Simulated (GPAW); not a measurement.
# Ta4NiO11 (Cmmm) in GPAW: further runs

One crystal, Ta4NiO11, is run at these levels: PBE; tasks: single point.

All numbers are computed with GPAW 26.7.0; they aren't measurements. Logs are shortened: lines on timing, memory, paths and dates and some standing lists are left out, and cuts for length are marked. The log counts tension as positive stress, the text compression.

## (1) The crystal as given

The structure is orthorhombic, space group Cmmm (No. 65). The conventional cell has a = 3.910 Å, b = 29.659 Å, c = 3.886 Å, α = 90.00°, β = 90.00°, γ = 90.00°. Ta (site symmetry m2m) has 5 O at 1.91 to 2.02 Å as nearest neighbours. Ta (site symmetry m2m) has 5 O at 1.91 to 1.99 Å as nearest neighbours. Ni (site symmetry mmm) is surrounded by 4 O at 1.88 to 1.95 Å. O (site symmetry m2m) is surrounded by 2 Ta at 1.91 Å. O (site symmetry m2m) is surrounded by 3 Ta at 2.02 to 2.21 Å. Around O (site symmetry m2m) lie 1 Ni at 1.88 Å and 2 Ta at 1.99 Å. O (site symmetry mmm) has 2 Ni at 1.95 Å and 2 Ta at 2.24 Å as nearest neighbours. O (site symmetry m2m) has 2 Ta at 1.95 Å as nearest neighbours.

The cell was built by a generator and needn't be a form met in nature.

## (2) Single point, PBE, collinear spin, ferromagnetic start

run.py

```python
from ase import Atoms
from ase.dft.bandgap import bandgap
from ase.io import write
from ase.units import GPa
from ase.parallel import parprint
from gpaw import GPAW, PW

atoms = Atoms(['Ta', 'Ta', 'Ta', 'Ta', 'Ni', 'O', 'O', 'O', 'O', 'O', 'O', 'O', 'O', 'O', 'O', 'O'],
              cell=[[1.95495, -14.82973, 0.0],
                    [1.95495, 14.82973, 0.0],
                    [0.0, 0.0, 3.8859]],
              scaled_positions=[[0.20437, 0.79563, 0.0],
                                [0.92451, 0.07549, 0.0],
                                [0.07549, 0.92451, 0.0],
                                [0.79563, 0.20437, 0.0],
                                [0.5, 0.5, 0.0],
                                [0.13987, 0.86013, 0.0],
                                [0.72107, 0.27893, 0.0],
                                [0.43645, 0.56355, 0.0],
                                [0.56355, 0.43645, 0.0],
                                [0.0, 0.0, 0.0],
                                [0.86013, 0.13987, 0.0],
                                [0.27893, 0.72107, 0.0],
                                [0.9279, 0.0721, 0.5],
                                [0.0721, 0.9279, 0.5],
                                [0.79436, 0.20564, 0.5],
                                [0.20564, 0.79436, 0.5]],
              pbc=True)
atoms.set_initial_magnetic_moments([0.0, 0.0, 0.0, 0.0, 1.0, 0.0, 0.0, 0.0, 0.0, 0.0, 0.0, 0.0, 0.0, 0.0, 0.0, 0.0])

calc = GPAW(mode=PW(800),
            xc='PBE',
            kpts={'size': (5, 5, 5), 'gamma': True},
            occupations={'name': 'fermi-dirac', 'width': 0.05},
            nbands=112,
            convergence={'density': 1e-05, 'energy': 1e-05},
            maxiter=150,
            txt='gpaw.txt')
atoms.calc = calc
energy = atoms.get_potential_energy()
forces = atoms.get_forces()
stress = atoms.get_stress()
calc.write('gs.gpw')
write('result.traj', atoms)
parprint(f'Energy: {energy:.6f} eV')
parprint('Forces (eV/A):')
parprint(forces.round(4))
parprint('Stress (GPa):', (stress / GPa).round(3))
parprint('Moments:', calc.get_magnetic_moments().round(3))
parprint('Fermi level:', round(calc.get_fermi_level(), 4), 'eV')
parprint(f'Gap: {bandgap(calc)[0]:.4f} eV, direct: {bandgap(calc, direct=True)[0]:.4f} eV')
```

Potentials or basis: GPAW PAW data sets (gpaw-data 1.2.1), pw.

On the command line:

```sh
$ OMP_NUM_THREADS=1 mpirun -n 4 gpaw python run.py
```

gpaw.txt:

```text
__  _  _
 | _ |_)|_||  |
 |__||  | ||/\| - 26.7.0

Input parameters:
  mode=PW(ecut=800.0),
  convergence={'density': 1e-05, 'energy': 1e-05},
  kpts=MonkhorstPack(size=(5, 5, 5), gamma=True),
  maxiter=150,
  nbands=112,
  occupations=Occupations(name='fermi-dirac', width=0.05),
  xc=XC(name='PBE')

Diagonalizing LCAO Hamiltonian
Converting LCAO to pw mode

                            O

                         O  Ta
                           O
                         Ta

                        O

                     O

               O    Ni
                   O

               O
                O
            O  Ta
             O
            Ta

Atoms  # Å, Bohr magnetons
|    | symbol |        x |          y |        z |    initial magnetic moments |
|----|--------|----------|------------|----------|-----------------------------|
|  0 |     Ta | 1.954950 |   8.768226 | 0.000000 | ( 0.0000,  0.0000,  0.0000) |
|  1 |     Ta | 1.954950 | -12.590737 | 0.000000 | ( 0.0000,  0.0000,  0.0000) |
|  2 |     Ta | 1.954950 |  12.590737 | 0.000000 | ( 0.0000,  0.0000,  0.0000) |
|  3 |     Ta | 1.954950 |  -8.768226 | 0.000000 | ( 0.0000,  0.0000,  0.0000) |
|  4 |     Ni | 1.954950 |   0.000000 | 0.000000 | ( 0.0000,  0.0000,  1.0000) |
|  5 |      O | 1.954950 |  10.681261 | 0.000000 | ( 0.0000,  0.0000,  0.0000) |
[... 8 lines left out ...]
| 14 |      O | 1.954950 |  -8.730559 | 1.942950 | ( 0.0000,  0.0000,  0.0000) |
| 15 |      O | 1.954950 |   8.730559 | 1.942950 | ( 0.0000,  0.0000,  0.0000) |

Unit cell  # Å
| periodic |        x |          y |        z |   lengths |     angles |
|----------|----------|------------|----------|-----------|------------|
|      yes | 1.954950 | -14.829730 | 0.000000 | 14.958032 |  90.000000 |
|      yes | 1.954950 |  14.829730 | 0.000000 | 14.958032 |  90.000000 |
|      yes | 0.000000 |   0.000000 | 3.885900 |  3.885900 | 164.980412 |

Number of symmetries: 8
Symmetry operations  # r_c * U_cc + t_c -> r_c
|   | kind |            matrix            |
|---|------|------------------------------|
| 0 |  E   |  1, 0, 0,  0, 1, 0,  0, 0, 1 |
| 1 |  σ   |  1, 0, 0,  0, 1, 0,  0, 0,-1 |
| 2 |  σ   |  0, 1, 0,  1, 0, 0,  0, 0, 1 |
| 3 |  C2  |  0, 1, 0,  1, 0, 0,  0, 0,-1 |
| 4 |  σ   |  0,-1, 0, -1, 0, 0,  0, 0, 1 |
| 5 |  C2  |  0,-1, 0, -1, 0, 0,  0, 0,-1 |
| 6 |  C2  | -1, 0, 0,  0,-1, 0,  0, 0, 1 |
| 7 |  i   | -1, 0, 0,  0,-1, 0,  0, 0,-1 |

BZ-sampling:
  Number of BZ points: 125
  Number of IBZ points: 27

  Monkhorst-Pack size: [5, 5, 5]
  Monkhorst-Pack shift: [0, 0, 0]

K-points  # in reciprocal-cell coordinates
|     |                                coordinates |     weight |
|-----|--------------------------------------------|------------|
|   0 | (  0.00000000,   0.00000000,   0.00000000) | 0.00800000 |
|   1 | (  0.00000000,   0.00000000,   0.20000000) | 0.01600000 |
|   2 | (  0.00000000,   0.00000000,   0.40000000) | 0.01600000 |
|   3 | (  0.20000000,  -0.20000000,   0.00000000) | 0.01600000 |
|   4 | (  0.20000000,  -0.20000000,   0.20000000) | 0.03200000 |
|   5 | (  0.20000000,  -0.20000000,   0.40000000) | 0.03200000 |
|   6 | (  0.20000000,   0.00000000,   0.00000000) | 0.03200000 |
|   7 | (  0.20000000,   0.00000000,   0.20000000) | 0.06400000 |
|   8 | (  0.20000000,   0.00000000,   0.40000000) | 0.06400000 |
|   9 | (  0.20000000,   0.20000000,   0.00000000) | 0.01600000 |
| ... |                                            |            |
|  26 | (  0.40000000,   0.40000000,   0.40000000) | 0.03200000 |

Plane wave coefficients: 11624
Cutoff: 800.0 eV

Spin-components: 2 (collinear spins)
Bands:           112
Projectors:      85
Spin-degeneracy: 1
Datatype:        complex128

Parallelization:
  kpt:    4
  domain: 1
  band:   1

Density:
  Valence electrons: 134.0
  Components: 2
  Grid points: [98 98 27]
  Charge: 0.0  # |e|

Potential:
  Grid points: [98 98 27]

species:
  Ta:
    name:    Tantalum
    Z:       73.0
    valence: 13
    core:    60
    charge:  0.0  # [|e|]
    compensation charges:
      type: gauss
      rc: 0.42  # [Å]
      lmax: 2
    cutoffs:
      filter: 2.36  # [Å]
      core: 3.45  # [Å]
    projectors
    | kind |    occ | energy [eV] | rcut [Å] |
    |------|--------|-------------|----------|
    |   5s |  2.000 |     -72.790 |    1.365 |
    |   6s |  2.000 |      -5.429 |    1.365 |
    |   5p |  6.000 |     -39.427 |    1.349 |
    |   6p |  0.000 |      -1.396 |    1.349 |
    |   5d |  3.000 |      -3.603 |    1.307 |
    |    d |        |      23.609 |    1.307 |

    Using partial waves for Ta as LCAO basis

  Ni:
    name:    Nickel
    Z:       28.0
    valence: 16
    core:    12
    charge:  0.0  # [|e|]
    compensation charges:
      type: gauss
      rc: 0.36  # [Å]
      lmax: 2
    cutoffs:
      filter: 2.14  # [Å]
      core: 1.98  # [Å]
    projectors
    | kind |    occ | energy [eV] | rcut [Å] |
    |------|--------|-------------|----------|
    |   4s |  2.000 |      -5.642 |    1.164 |
    |   3p |  6.000 |     -71.394 |    1.207 |
    |   4p |  0.000 |      -1.226 |    1.207 |
    |   3d |  8.000 |      -8.875 |    1.138 |
    |    s |        |      21.570 |    1.164 |
    |    d |        |      18.337 |    1.138 |

    Using partial waves for Ni as LCAO basis

  O:
    name:    Oxygen
    Z:       8.0
    valence: 6
    core:    2
    charge:  0.0  # [|e|]
    compensation charges:
      type: gauss
      rc: 0.21  # [Å]
      lmax: 2
    cutoffs:
      filter: 1.17  # [Å]
      core: 0.83  # [Å]
    projectors
    | kind |    occ | energy [eV] | rcut [Å] |
    |------|--------|-------------|----------|
    |   2s |  2.000 |     -23.961 |    0.688 |
    |   2p |  4.000 |      -9.029 |    0.598 |
    |    s |        |       3.251 |    0.688 |
    |    p |        |      18.182 |    0.598 |
    |    d |        |       0.000 |    0.619 |

    Using partial waves for O as LCAO basis

Reference energy: -1760507.139363  # eV

eigensolver:
  PPCG
  Converge bands: occupied
  niter=2

density mixing:
  MSR1-Mixer
  Pratt-step length: 0.05
  Maximum mixing coefficient: 0.75
  Old densities: 10
  SVD Regularization: 0.005
  Good broyden scale: 1.0
  Trust region scale: 1.0
  Backstep threshold: 4.0
  History deletion threshold: 6.0
  Fourier metric: weight=20.0, sigma=0.015

occupation numbers:
  Fermi-Dirac:
    width: 0.0500  # eV

poisson solver:
  ecut: 6400.0  # eV

xc functional:
  name: PBE with 2 nearest neighbor stencil

convergence criteria:
- Maximum integral of absolute [dens]ity change: 1e-05 electrons / valence electron
- Maximum [total energy] change in last 3 cyles: 1e-05 eV / valence electron
- Maximum integral of absolute [eigenst]ate change: 4e-08 eV^2 / valence electron
maximum number of iterations: 150

SCF iterations
|iter     | |      energy | eigst |  dens |  magmom |
|---------|-|-------------|-------|-------|---------|
|iter:   1| | -166.460885 | +0.54 |       |  +1.0004|
|iter:   2| | -160.029590 | -0.93 | -0.79 |  +0.9704|
|iter:   3| | -144.259973 | -0.17 | -0.85 |  +0.6944|
|iter:   4| | -144.161645 | -1.65 | -1.47 |  +0.5895|
|iter:   5| | -144.208609 | -2.18 | -1.71 |  +0.4945|
|iter:   6| | -144.183110 | -2.60 | -1.96 |  +0.4287|
|iter:   7| | -144.163396 | -3.35 | -2.46 |  +0.4259|
|iter:   8| | -144.164683 | -4.16 | -2.73 |  +0.4167|
|iter:   9| | -144.165987 | -4.38 | -2.98 |  +0.4080|
|iter:  10| | -144.166282 | -4.87 | -3.20 |  +0.4021|
|iter:  11| | -144.166519c| -5.39 | -3.64 |  +0.4006|
|iter:  12| | -144.166539c| -5.82 | -3.74 |  +0.4003|
|iter:  13| | -144.166566c| -6.55 | -4.08 |  +0.4007|
|iter:  14| | -144.166562c| -6.99 | -4.33 |  +0.4008|
|iter:  15| | -144.166552c| -7.31 | -4.65 |  +0.4010|
|iter:  16| | -144.166536c| -7.43c| -4.75 |  +0.4011|
|iter:  17| | -144.166519c| -7.39 | -4.71 |  +0.4011|
|iter:  18| | -144.166519c| -8.07c| -5.03c|  +0.4011|

Converged in 18 steps
Energy contributions relative to reference atoms: (reference = -1760507.139363)

Energy contributions:
  Kinetic:         128.367116
  Coulomb:        -154.947340
  Zero:              2.903893
  External:          0.000000
  Xc:             -120.482984
  Entropy:          -0.014409
  Spinorbit:         0.000000
  ----------------------------
  Free energy:    -144.173724
  Extrapolated:   -144.166519

dipole moment: (-10.975119, -0.000000, -140.435361)  # |e|*Ang

Total magnetic moment: (0.000000, 0.000000, 0.401083)

Local magnetic moments
|        x |        y |         z |
|----------|----------|-----------|
| 0.000000 | 0.000000 | -0.000007 |  # Ta   0
| 0.000000 | 0.000000 | -0.001522 |  # Ta   1
| 0.000000 | 0.000000 | -0.001522 |  # Ta   2
| 0.000000 | 0.000000 | -0.000007 |  # Ta   3
| 0.000000 | 0.000000 |  0.333705 |  # Ni   4
| 0.000000 | 0.000000 | -0.000057 |  # O    5
[... 8 lines left out ...]
| 0.000000 | 0.000000 |  0.000017 |  # O   14
| 0.000000 | 0.000000 |  0.000017 |  # O   15

Fermi level: 4.746
Eigenvalues  # (at kpt = [0.000, 0.000, 0.000])
| band index |      eig [eV] | occ [0-1] |      eig [eV] | occ [0-1] |
|------------|---------------|-----------|---------------|-----------|
|          0 |       -64.362 |     1.000 |       -64.362 |     1.000 |
|        ... |               |           |               |           |
|         60 |         2.713 |     1.000 |         2.713 |     1.000 |
|         61 |         2.775 |     1.000 |         2.788 |     1.000 |
|         62 |         2.841 |     1.000 |         2.841 |     1.000 |
|         63 |         3.087 |     1.000 |         3.519 |     1.000 |
|         64 |         3.370 |     1.000 |         3.719 |     1.000 |
|         65 |         3.628 |     1.000 |         3.783 |     1.000 |
[... 8 lines left out ...]
|         74 |         7.057 |     0.000 |         7.061 |     0.000 |
|         75 |         7.141 |     0.000 |         7.141 |     0.000 |
|        ... |               |           |               |           |
|        111 |        19.771 |     0.000 |        19.775 |     0.000 |

No gap
No difference between direct/indirect transitions

Forces  # eV/Ang
|        x |        y |       z |
|----------|----------|---------|
|  0.00000 | -0.09321 | 0.00000 |  # Ta   0
|  0.00000 | -0.12316 | 0.00000 |  # Ta   1
|  0.00000 |  0.12316 | 0.00000 |  # Ta   2
|  0.00000 |  0.09321 | 0.00000 |  # Ta   3
| -0.00000 |  0.00000 | 0.00000 |  # Ni   4
|  0.00000 | -0.00898 | 0.00000 |  # O    5
[... 8 lines left out ...]
|  0.00000 |  0.01473 | 0.00000 |  # O   14
| -0.00000 | -0.01473 | 0.00000 |  # O   15

Stress tensor  # eV/Ang^3
|         x |         y |         z |
|-----------|-----------|-----------|
| -0.007249 |  0.000000 |  0.000000 |
|  0.000000 | -0.005125 |  0.000000 |
|  0.000000 |  0.000000 | -0.007593 |

# Writing to gs.gpw (mode='')
```

Wall time 35 min (4 MPI ranks of Intel Xeon Platinum 8259CL at 2.50GHz (Skylake/Cascade Lake), shared host); peak memory 1.4 GiB.

What came out:

* Free energy: -144.1737 eV
* Pressure: 1.1 GPa
* Largest force: 0.123 eV/Å
* Band gap on the k mesh: none (metal or under the smearing width)
* Net moment: 0.40 μB per cell
* Site moments: Ta -0.00; Ni +0.33; O -0.00, +0.05, +0.00 μB

Forces on the atoms (eV/Å):
```
Ta   0.000 -0.093  0.000
Ta   0.000 -0.123  0.000
Ta   0.000  0.123  0.000
Ta   0.000  0.093  0.000
Ni   0.000  0.000  0.000
O    0.000 -0.009  0.000
O    0.000 -0.025  0.000
O    0.000  0.067  0.000
O    0.000 -0.067  0.000
O    0.000  0.000  0.000
O    0.000  0.009  0.000
O    0.000  0.025  0.000
O    0.000 -0.019  0.000
O    0.000  0.019  0.000
O    0.000  0.015  0.000
O    0.000 -0.015  0.000
```

Stress tensor (GPa, compression positive):
```
1.16 0.00 0.00
0.00 0.82 0.00
0.00 0.00 1.22
```

Caveat: the stock nickel data set gives pressures a few GPa off other programs; a cell with one magnetic atom can't hold antiferromagnetic order, which such compounds often take; semilocal functionals often make such compounds metallic where correlation or magnetic order opens a gap, which also shifts bond lengths; the program warned that so skewed a cell can give wrong results. With open d or f shells a metallic result of PBE can be an artefact of self-interaction; +U or a hybrid may open a gap.

## (3) Single point, PBE

Changes to run.py since step 2:

```diff
@@ -28,3 +28,2 @@
               pbc=True)
-atoms.set_initial_magnetic_moments([0.0, 0.0, 0.0, 0.0, 1.0, 0.0, 0.0, 0.0, 0.0, 0.0, 0.0, 0.0, 0.0, 0.0, 0.0, 0.0])
 
@@ -48,3 +47,2 @@
 parprint('Stress (GPa):', (stress / GPa).round(3))
-parprint('Moments:', calc.get_magnetic_moments().round(3))
 parprint('Fermi level:', round(calc.get_fermi_level(), 4), 'eV')
```

Potentials or basis: GPAW PAW data sets (gpaw-data 1.2.1), pw.

On the command line:

```sh
$ OMP_NUM_THREADS=1 mpirun -n 4 gpaw python run.py
```

Run time: 6 min. Hardware: 4 MPI ranks of Intel Xeon 6975P-C (Granite Rapids), shared host; peak memory 1 GiB.

It converged, with:

```
Free energy            : -144.1374 eV
Pressure               : 1.0 GPa
Largest force          : 0.153 eV/Å
Band gap on the k mesh : none (metal or under the smearing width)
```

Forces in eV/Å, atoms in the order of the input:
```
Ta   0.000 -0.094  0.000
Ta   0.000 -0.153  0.000
Ta   0.000  0.153  0.000
Ta   0.000  0.094  0.000
Ni   0.000  0.000  0.000
O    0.000 -0.011  0.000
O    0.000 -0.026  0.000
O    0.000  0.034  0.000
O    0.000 -0.034  0.000
O    0.000  0.000  0.000
O    0.000  0.011  0.000
O    0.000  0.026  0.000
O    0.000 -0.015  0.000
O    0.000  0.015  0.000
O    0.000  0.015  0.000
O    0.000 -0.015  0.000
```

Stress tensor (GPa, compression positive):
```
1.20 0.00 0.00
0.00 0.68 0.00
0.00 0.00 1.21
```

Levels at points of the mesh, in eV from the Fermi level:
```tsv
k point	band 65	band 66	band 67	band 68	band 69	band 70
(0.00, 0.00, 0.00)	-1.09	-0.85	-0.28	-0.16	1.03	1.30
```

Caveat: the stock nickel data set gives pressures a few GPa off other programs; the run has no spin polarisation, though such a crystal can be magnetic; semilocal functionals often make such compounds metallic where correlation or magnetic order opens a gap, which also shifts bond lengths; the program warned that so skewed a cell can give wrong results. Spin polarisation is off, so any magnetic state and its effect on volume and gap are missing.
